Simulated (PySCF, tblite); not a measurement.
# C4HCl2F3O: geometry, infrared bands and NMR shifts

Aim: predict the infrared bands and NMR shifts of C4HCl2F3O (`O=C(Cl)/C=C(/Cl)C(F)(F)F`).

The runs use tblite 0.8.0 and PySCF 2.14.0, with density-fitted response routines of our own; the level of theory stands in each step. All values are computed, except where a source is named. Atoms are numbered from 0 throughout.

## (1) The molecule as given

11 atoms, charge 0, multiplicity 1; geometry from: force field or distance geometry start.

Bonds of the start (Å): O0–C1 1.23, C1–Cl2 1.76, C1–C3 1.49, C3–C4 1.34, C4–Cl5 1.75, C4–C6 1.50, C6–F7 1.36, C6–F8 1.36, C6–F9 1.37, C3–H10 1.08.

## (2) Geometry optimisation with GFN2-xTB

The job: settings as JSON, then the geometry in Å.

```
{"job": {"kind": "relax", "xc": "GFN2-xTB", "basis": "xTB"}, "charge": 0, "multiplicity": 1}
O      1.318700    -1.432900     0.366900
C      1.689500    -0.262400     0.347700
Cl     3.354000     0.223800     0.654100
C      0.728000     0.842000     0.073100
C     -0.580600     0.648600    -0.159000
Cl    -1.538800     2.081600    -0.467400
C     -1.331100    -0.650000    -0.223000
F     -2.648200    -0.480200    -0.492300
F     -0.849500    -1.480900    -1.184100
F     -1.288700    -1.317700     0.967800
H      1.152100     1.830600     0.090400
```

On the command line:

```
$ OMP_NUM_THREADS=1 python probes_run.py task.json out
```

One launch serves the whole session: the jobs run in the order shown.

**Question.** This job is followed by: GFN2-xTB harmonic vibrations, gas phase; GIAO PBE0/pcSseg-1 NMR shielding, non-relativistic, gas phase. Predict these results of the whole session: strongest single infrared mode (GFN2-xTB); zero-point energy (GFN2-xTB); 13C shifts against TMS (PBE0/pcSseg-1); 1H shifts against TMS (PBE0/pcSseg-1); 17O shifts against H2O (PBE0/pcSseg-1); 35Cl shifts against HCl (PBE0/pcSseg-1); 19F shifts against CFCl3 (PBE0/pcSseg-1, means over atoms taken as alike); surface potential, 1st and 99th percentile.

The runs gave:

```
                                                                 quantity                           value
                                strongest single infrared mode (GFN2-xTB)           1805 cm⁻¹, 333 km/mol
                                             zero-point energy (GFN2-xTB)                   28.7 kcal/mol
                                   13C shifts against TMS (PBE0/pcSseg-1)  168.0, 159.3, 137.5, 127.9 ppm
                                    1H shifts against TMS (PBE0/pcSseg-1)                        6.84 ppm
                                   17O shifts against H2O (PBE0/pcSseg-1)                       606.5 ppm
                                  35Cl shifts against HCl (PBE0/pcSseg-1)                    522, 289 ppm
19F shifts against CFCl3 (PBE0/pcSseg-1, means over atoms taken as alike)                       -74.2 ppm
                                    surface potential, 1st and 99th percentile              -1.13 V and 1.63 V
```

**Reading.** The optimisation took 19 steps and gained 0.228 eV; among the close pairs (by a distance rule), C4–Cl5 changed most, from 1.751 to 1.701 Å. All 27 modes are real, so the xTB geometry is a minimum. The strongest single mode, at 1805 cm⁻¹, moves mainly C1 and O0. GFN2-xTB is a fitted tight-binding method: band positions and strengths are rough. Its intensities can rank the bands wrongly. At PBE0/pcSseg-1: The largest span, 969 ppm, is at O0, where the paramagnetic term is -671 ppm. By nearest atom (PBE0/pcSseg-1), the HOMO sits on Cl5 35 %; C3 30 % and the LUMO on C4 30 %; C1, C3 about 17 % each.
